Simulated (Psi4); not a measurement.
# triplet AlSi2H5O at 5 levels

We compute a comparison of 5 runs (UHF/STO-3G, UHF/3-21G, U-wB97X-V/6-31G*, UB3LYP/6-31G*, UHSE06/6-31G*) of triplet AlSi2H5O. 

The results are computed with Psi4 1.11.

1 further run of the same task is left out (set aside as unsound or not needed).

### 1 The molecule

AlSi2H5O has 9 atoms, charge 0, and is taken as a triplet. As SMILES of the parent species, `[SiH3][Al]1[O][SiH2]1`. The shape is that of a PBE0-D4/def2-TZVP optimisation. That shape belongs to the parent species and isn't relaxed for this state.

Bond lengths: Si1–Al2 2.450 Å, Al2–O3 1.745 Å, Al2–Si4 2.280 Å, O3–Si4 1.688 Å, Si1–H5 1.488 Å, Si1–H6 1.489 Å, Si1–H7 1.487 Å, Si4–H8 1.490 Å, Si4–H9 1.490 Å. Some angles: Si1–Al2–O3 129.7°, Si1–Al2–Si4 177.0°, O3–Al2–Si4 47.3°, Al2–O3–Si4 83.2°, Al2–Si4–O3 49.5°, Al2–Si1–H5 109.6°, Al2–Si1–H6 109.4°, Al2–Si1–H7 111.5°, Al2–Si4–H8 126.2°, Al2–Si4–H9 126.3°.

### 2 Energy and forces at UHF/STO-3G (run 1)

calc.py reads:

```python
import psi4

psi4.set_memory(2200000000)
psi4.set_num_threads(1)
psi4.core.set_output_file('psi4.out', False)

m = psi4.geometry("""
0 3
Si    -0.652900     1.717100    -1.334700
Al    -0.124900    -0.148900     0.162800
O      1.392700    -0.965300     0.434300
Si     0.478600    -1.877700     1.520900
H     -1.763800     1.326700    -2.244900
H     -1.100100     2.886400    -0.529300
H      0.526500     2.112800    -2.150200
H      0.403300    -3.327600     1.187000
H      0.929000    -1.770000     2.936900
symmetry c1
no_reorient
no_com
""")

psi4.set_options({
    'basis': 'STO-3G',
    'reference': 'uhf',
    'puream': True,
    'e_convergence': 1e-09,
    'd_convergence': 1e-08,
    'scf_type': 'pk',
    'maxiter': 100,
})

result, w = psi4.gradient("scf", molecule=m, return_wfn=True)
print('gradient / Eh bohr^-1')
print(result.np.round(6))
print(f'energy = {w.energy():.10f} Eh')
for k, v in sorted(psi4.core.scalar_variables().items()):
    print(f'{k:45s} {v:18.10f}')
```

The run is started by

```
$ python calc.py
```

psi4.out:

```text
[...]
  Running in c1 symmetry.
[...]
  Nuclear repulsion =  235.013438799962728
[...]
  Multiplicity = 3
[...]
  Nalpha       = 28
  Nbeta        = 26
[...]
    Number of basis functions: 37
[...]
   @UHF iter   1:  -886.72559730147884   -3.38365e+00   9.53821e-03 ADIIS/DIIS
[...]
   @UHF iter  18:  -886.85677869777328   -2.95586e-12   6.97711e-09 DIIS
[...]
   @S^2 Observed:                2.041624497E+00
[...]
  @UHF Final Energy:  -886.85677869777328
   => Energetics <=
    Nuclear Repulsion Energy =            235.0134387999627279
    One-Electron Energy =               -1707.9130329440799869
    Two-Electron Energy =                 586.0428154463438659
    Total Energy =                       -886.8567786977732794
  UHF NO Occupations:
  HONO-2 :   26  A 1.9852854
  HONO-1 :   27  A 1.0000000
[...]
  -Total Gradient:
     Atom            X                  Y                   Z
    ------   -----------------  -----------------  -----------------
       1       -0.015794025244     0.002811854803     0.001732048123
       2        0.034618190889    -0.076535248898     0.057982175773
       3        0.015215269592    -0.004592021881    -0.000518857145
       4       -0.010845990797     0.098936934515    -0.084956622143
       5       -0.023551994507    -0.014381991970    -0.016146616086
       6       -0.008397933093     0.020684553825     0.022947639998
       7        0.029603396333    -0.001596925709    -0.009874129351
       8       -0.015581626664    -0.027983591747    -0.002788071605
       9       -0.005265286509     0.002656437074     0.031622432442
[...]
```

The script printed:

```text
gradient / Eh bohr^-1
[[-0.015794  0.002812  0.001732]
 [ 0.034618 -0.076535  0.057982]
 [ 0.015215 -0.004592 -0.000519]
 [-0.010846  0.098937 -0.084957]
 [-0.023552 -0.014382 -0.016147]
 [-0.008398  0.020685  0.022948]
 [ 0.029603 -0.001597 -0.009874]
 [-0.015582 -0.027984 -0.002788]
 [-0.005265  0.002656  0.031622]]
energy = -886.8567786978 Eh
CURRENT ENERGY                                   -886.8567786978
CURRENT REFERENCE ENERGY                         -886.8567786978
DD SOLVATION ENERGY                                 0.0000000000
HF KINETIC ENERGY                                 875.9954809606
HF POTENTIAL ENERGY                             -1762.8522596584
HF TOTAL ENERGY                                  -886.8567786978
HF VIRIAL RATIO                                     2.0123988057
NUCLEAR REPULSION ENERGY                          235.0134388000
ONE-ELECTRON ENERGY                             -1707.9130329441
PCM POLARIZATION ENERGY                             0.0000000000
PE ENERGY                                           0.0000000000
SCF ITERATION ENERGY                             -886.8567786978
SCF ITERATIONS                                     18.0000000000
SCF TOTAL ENERGY                                 -886.8567786978
TWO-ELECTRON ENERGY                               586.0428154463
```

Run time: 2.8 s. Hardware: 1 thread of Intel Xeon Platinum 8259CL at 2.50GHz (Skylake/Cascade Lake), shared host; peak memory 0.18 GiB.

### 3 The energy at UHF/3-21G (run 2)

run.py reads:

```python
import psi4

psi4.set_memory(2200000000)
psi4.set_num_threads(1)
psi4.core.set_output_file('alh5osi2.out', False)

geom = psi4.geometry("""
0 3
Si
Al 1 2.450152
O 2 1.744515 1 129.7168
Si 3 1.687825 2 83.22528 1 179.88024
H 1 1.488279 2 109.5644 3 124.23694
H 1 1.488596 5 108.22216 2 -119.22646
H 1 1.487482 5 109.04571 6 -118.46243
H 4 1.489755 3 114.15444 2 117.9645
H 4 1.489804 8 107.37749 3 -127.59848
units angstrom
symmetry c1
""")

psi4.set_options({
    'basis': '3-21G',
    'reference': 'uhf',
    'puream': True,
    'e_convergence': 1e-09,
    'd_convergence': 1e-08,
    'scf_type': 'pk',
    'maxiter': 100,
})

e_tot, wfn = psi4.energy('hf', return_wfn=True)
psi4.oeprop(wfn, 'WIBERG_LOWDIN_INDICES', 'LOWDIN_CHARGES', 'QUADRUPOLE')
print(f'hf energy: {e_tot:.10f} Eh')
```

The run is started by

```
$ python run.py
```

alh5osi2.out:

```text
[...]
  Running in c1 symmetry.
[...]
  Nuclear repulsion =  235.013416177567251
[...]
  Multiplicity = 3
[...]
  Nalpha       = 28
  Nbeta        = 26
[...]
    Number of basis functions: 58
[...]
   @UHF iter   1:  -892.50081087527622   -8.13811e-01   8.38998e-03 ADIIS/DIIS
[...]
   @UHF iter  23:  -892.64252679798540   -6.82121e-12   5.82492e-09 DIIS
[...]
   @S^2 Observed:                2.046549063E+00
[...]
  @UHF Final Energy:  -892.64252679798540
   => Energetics <=
    Nuclear Repulsion Energy =            235.0134161775672510
    One-Electron Energy =               -1707.4219257792910867
    Two-Electron Energy =                 579.7659828037384386
    Total Energy =                       -892.6425267979853970
  UHF NO Occupations:
  HONO-2 :   26  A 1.9861154
  HONO-1 :   27  A 1.0000000
[...]
 Multipole Moments:
 ------------------------------------------------------------------------------------
     Multipole            Electronic (a.u.)      Nuclear  (a.u.)        Total (a.u.)
 ------------------------------------------------------------------------------------
 L = 1.  Multiply by 2.5417464519 to convert [e a0] to [Debye]
 Dipole X            :         -0.0076112            0.0107409            0.0031297
 Dipole Y            :          0.0545110            0.7370012            0.7915122
 Dipole Z            :          3.7679637           -2.7893453            0.9786184
 Magnitude           :                                                    1.2586482
 L = 2.  Multiply by 1.3450342976 to convert [e a0^2] to [Debye ang]
 Quadrupole XX       :        -60.8004175           20.6791730          -40.1212445
 Quadrupole XY       :         -0.0034058            0.0199506            0.0165448
[...]
```

On the terminal:

```text
hf energy: -892.6425267980 Eh
```

It took 2.6 s on 1 thread of Intel Xeon Platinum 8259CL at 2.50GHz (Skylake/Cascade Lake), shared host; peak memory 0.2 GiB.

Runs 3 to 4 aren't shown in full; the table further down has their settings and results.

### 4 The energy at UHSE06/6-31G(d) (spherical functions) (run 5)

job.py reads:

```python
import psi4

psi4.set_memory('2200 MB')
psi4.set_num_threads(1)
psi4.core.set_output_file('psi4.out', False)

m = psi4.geometry("""
0 3
Si
Al 1 2.450152
O 2 1.744515 1 129.7168
Si 3 1.687825 2 83.22528 1 179.88024
H 1 1.488279 2 109.5644 3 124.23694
H 1 1.488596 5 108.22216 2 -119.22646
H 1 1.487482 5 109.04571 6 -118.46243
H 4 1.489755 3 114.15444 2 117.9645
H 4 1.489804 8 107.37749 3 -127.59848
symmetry c1
no_reorient
no_com
""")

options = {'reference': 'uks', 'puream': True, 'e_convergence': 1e-09, 'd_convergence': 1e-08, 'scf_type': 'pk', 'dft_radial_points': 99, 'dft_spherical_points': 590, 'maxiter': 100}
psi4.set_options(options)

E, wfn = psi4.energy("hse06/6-31G*", return_wfn=True)
print(f'total energy {E:.8f} hartree = {E * 27.211386:.5f} eV')
```

The run is started by

```
$ python job.py
```

psi4.out:

```text
[...]
  Running in c1 symmetry.
[...]
  Nuclear repulsion =  235.013416177567279
[...]
  Multiplicity = 3
[...]
  Nalpha       = 28
  Nbeta        = 26
[...]
    Number of basis functions: 78
[...]
   @UKS iter   1:  -898.86212132552077   -2.33093e-01   9.36112e-03 DIIS/ADIIS
[...]
   @UKS iter  19:  -899.11765954459042   -8.93124e-10   9.07191e-09 DIIS
[...]
   @S^2 Observed:                2.009039251E+00
[...]
  @UKS Final Energy:  -899.11765954459042
   => Energetics <=
    Nuclear Repulsion Energy =            235.0134161775672794
    One-Electron Energy =               -1714.0729430020082873
    Two-Electron Energy =                 634.1329690340500065
    DFT Exchange-Correlation Energy =     -54.1911017541994156
    Empirical Dispersion Energy =           0.0000000000000000
    VV10 Nonlocal Energy =                  0.0000000000000000
    Total Energy =                       -899.1176595445904240
[...]
 Multipole Moments:
 ------------------------------------------------------------------------------------
     Multipole            Electronic (a.u.)      Nuclear  (a.u.)        Total (a.u.)
 ------------------------------------------------------------------------------------
 L = 1.  Multiply by 2.5417464519 to convert [e a0] to [Debye]
 Dipole X            :         -0.0297059            0.0107409           -0.0189650
 Dipole Y            :         -0.0626324            0.7370012            0.6743687
 Dipole Z            :          3.5567369           -2.7893453            0.7673916
 Magnitude           :                                                    1.0217743
[...]
```

On the terminal:

```text
total energy -899.11765954 hartree = -24466.23769 eV
```

It took 1.8 min on 1 thread of Intel Xeon Platinum 8259CL at 2.50GHz (Skylake/Cascade Lake), shared host; peak memory 1.2 GiB.

### 5 The series

```csv
run,level,task,integration grid,energy (Eh),dipole moment (D),HOMO energy (eV),LUMO energy (eV),wall time
1,UHF/STO-3G,gradient,–,-886.856779,1.72,-1.56,5.31,2.8 s
2,UHF/3-21G,energy,–,-892.642527,3.20,-5.45,-0.76,2.6 s
3,U-wB97X-V/6-31G* (spherical functions),energy,99 radial × 590 angular,-899.333958,2.77,-5.24,-2.64,8.6 min
4,UB3LYP/6-31G* (spherical functions),gradient,99 radial × 590 angular,-899.563980,2.53,-3.24,–,56 s
5,UHSE06/6-31G* (spherical functions),energy,99 radial × 590 angular,-899.117660,2.60,-3.17,–,1.8 min
```

### 6 Results

| quantity | value |
| --- | --- |
| run 5: total energy | -899.11766 Eh |
| run 5: dipole moment | 2.60 D |
| run 5: HOMO energy (highest over α and β) | -3.17 eV |
| run 5: ⟨S²⟩ | 2.009 |

In words: The dipole moment (its size) runs from 1.72 D (UHF/STO-3G) to 3.20 D (UHF/3-21G). Totals of different functionals can't be ranked against each other. In run 1 the basis is minimal, so the values are rough. All runs together took 11 min, the longest 8.6 min.
